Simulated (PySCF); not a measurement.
Molecule: OSiF3H, in a box.

```xyz
6
Lattice="12.0000 0.0000 0.0000 0.0000 12.0000 0.0000 0.0000 0.0000 12.0000" Properties=species:S:1:pos:R:3 pbc="T T T"
O     5.5387    7.1771    7.1703
Si    5.8830    6.5200    5.7058
F     5.0940    7.0464    4.5597
F     5.7925    4.9294    5.6732
F     7.4123    6.8589    5.5377
H     4.6004    7.0480    7.5327
```

The cell isn't the ideal one: atoms moved at random, drawn with an rms of 0.05 Å.

Base run:

- Program: PySCF 2.14.0
- Functional: OLYP
- Dispersion: D4
- Potentials or basis: cc-pvdz (all-electron)
- k mesh: 1 × 1 × 1
- Occupations: fixed
- Spin: no spin polarisation

Its results: gap between the frontier levels 7.52 eV.

**Question.** After a change of settings the same cell gave: gap between the frontier levels 8.75 eV. Which change was it?
A. functional from OLYP to SOGGA11; dispersion from D4 to none
B. functional from OLYP to rSCAN; dispersion from D4 to D3(BJ)
C. functional from OLYP to PBE0; dispersion from D4 to none
D. functional from OLYP to PBE; dispersion from D4 to none

**Answer.** B.

Caveats: this is a molecule in a periodic box at the Γ point, so its band gap is the HOMO-LUMO gap; the basis of atomic orbitals isn't converged, which shifts pressures, moduli and gaps; these D3(BJ) parameters were fitted with the three-body term, which the run leaves out (some runs).
